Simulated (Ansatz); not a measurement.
# CH6OSi2: up Jacob's ladder to CCSD(T)

The task here is to estimate one member of a computed series from the others.

Computed with Ansatz 0.2.0, Gaussian basis. Level: functionals in def2-TZVPP, the program's frozen cores in correlated methods.

The runs, in order: LDA (SPW92), PBE-D4, revPBE-D4, BLYP-D4, r2SCAN-D4, B97M-V, PBE0-D4, B3LYP-D4, r2SCANh-D4, r2SCAN0-D4, HSE06-D4, BHLYP-D4, CAM-B3LYP-D4, LC-ωPBE, ωB97X-V, ωB97M-V, B2PLYP, PBE-QIDH; CCSD(T)/def2-SVP; CCSD(T)/def2-TZVPP; MP2/def2-QZVPP; extrapolation to the limit; RPA on PBE.

## The relaxed structure

The geometry comes from an earlier relaxation with PBE0-D4 in a triple-zeta def2 set; it is a stationary point, not always the lowest conformer.

10 atoms, charge 0, spin multiplicity 1.

Atoms are counted from 1 here; the program's logs count them from 0.

Bond lengths: C1–O2 1.445 Å, C1–Si4 1.927 Å, C1–H5 1.094 Å, C1–H6 1.094 Å, O2–Si3 1.673 Å, Si3–Si4 2.323 Å, Si3–H7 1.489 Å, Si3–H8 1.489 Å, Si4–H9 1.488 Å, Si4–H10 1.488 Å. Angles: O2–C1–Si4 101.1°, O2–C1–H5 109.5°, O2–C1–H6 109.5°, Si4–C1–H5 114.2°, Si4–C1–H6 114.2°, H5–C1–H6 108.0°, C1–O2–Si3 106.9°, O2–Si3–Si4 80.2°, O2–Si3–H7 112.3°, O2–Si3–H8 112.3°, Si4–Si3–H7 120.8°, Si4–Si3–H8 120.8°, H7–Si3–H8 107.4°, C1–Si4–Si3 71.7°, C1–Si4–H9 115.1°, C1–Si4–H10 115.1°, Si3–Si4–H9 120.7°, Si3–Si4–H10 120.7° and more.

The first run:

in.yaml reads:

```yaml
crystal:
  periodic: [false, false, false]
  atoms:
    - {symbol: C, position_ang: [-0.792505, 0.706380, -0.635658]}
    - {symbol: O, position_ang: [-0.791142, -0.706253, -0.941190]}
    - {symbol: Si, position_ang: [0.361715, -1.416636, 0.041768]}
    - {symbol: Si, position_ang: [0.567906, 0.793318, 0.727050]}
    - {symbol: H, position_ang: [-0.558225, 1.276212, -1.539582]}
    - {symbol: H, position_ang: [-1.787961, 1.005781, -0.294954]}
    - {symbol: H, position_ang: [1.444037, -2.075611, -0.740450]}
    - {symbol: H, position_ang: [-0.222688, -2.443747, 0.947856]}
    - {symbol: H, position_ang: [0.090363, 1.219078, 2.070086]}
    - {symbol: H, position_ang: [1.771602, 1.590379, 0.368074]}
basis:
  gaussian: {orbitals: def2-TZVPP}
hamiltonian: {xc: lda}
output: {orbitals: {seedname: orbitals}}
```

Run with:

```sh
> ansatz run in.yaml --threads 2 --pin off --events-out ev --progress --plain --max-ram 4352MiB
```

Steps of the session up to this table: LDA; PBE-D4 (GGA); revPBE-D4 (GGA); BLYP-D4 (GGA); r2SCAN-D4 (meta-GGA); B97M-V (meta-GGA); B3LYP-D4 (hybrid); r2SCANh-D4 (hybrid); r2SCAN0-D4 (hybrid); HSE06-D4 (hybrid); BHLYP-D4 (hybrid); CAM-B3LYP-D4 (range-separated); LC-ωPBE (range-separated); ωB97X-V (range-separated); ωB97M-V (range-separated); B2PLYP (double hybrid); PBE-QIDH (double hybrid).

One of the session's tables, all rows but one given; the rest of the session is left out.

It belongs to the step «Orbital energies across the functionals». 

```
  functional  HOMO (eV)  gap (eV)
 LDA (SPW92)      -6.65      5.12
      PBE-D4      -6.56      5.28
   revPBE-D4      -6.52      5.35
     BLYP-D4      -6.45      5.33
   r2SCAN-D4      -6.85      5.92
      B97M-V      -6.94      5.82
     PBE0-D4      -7.72      7.31
    B3LYP-D4          ?         ?
  r2SCANh-D4      -7.26      6.62
  r2SCAN0-D4      -7.87      7.67
    HSE06-D4      -7.32      6.54
    BHLYP-D4      -8.73      9.23
CAM-B3LYP-D4      -9.01      9.61
     LC-ωPBE     -10.30     12.05
     ωB97X-V      -9.98     11.60
     ωB97M-V      -9.76     11.04
```

Q: Estimate the row for B3LYP-D4 from the others.

Worked estimate for «HOMO (eV)». Against the share of exact exchange, BLYP-D4 (0, -6.45), BHLYP-D4 (0.5, -8.73) give a slope of -4.56 per unit share; at 0.2 the line stands at -7.36.

**Answer.** HOMO (eV): -7.53; gap (eV): 6.93. In «HOMO (eV)» the line misses by +0.17.
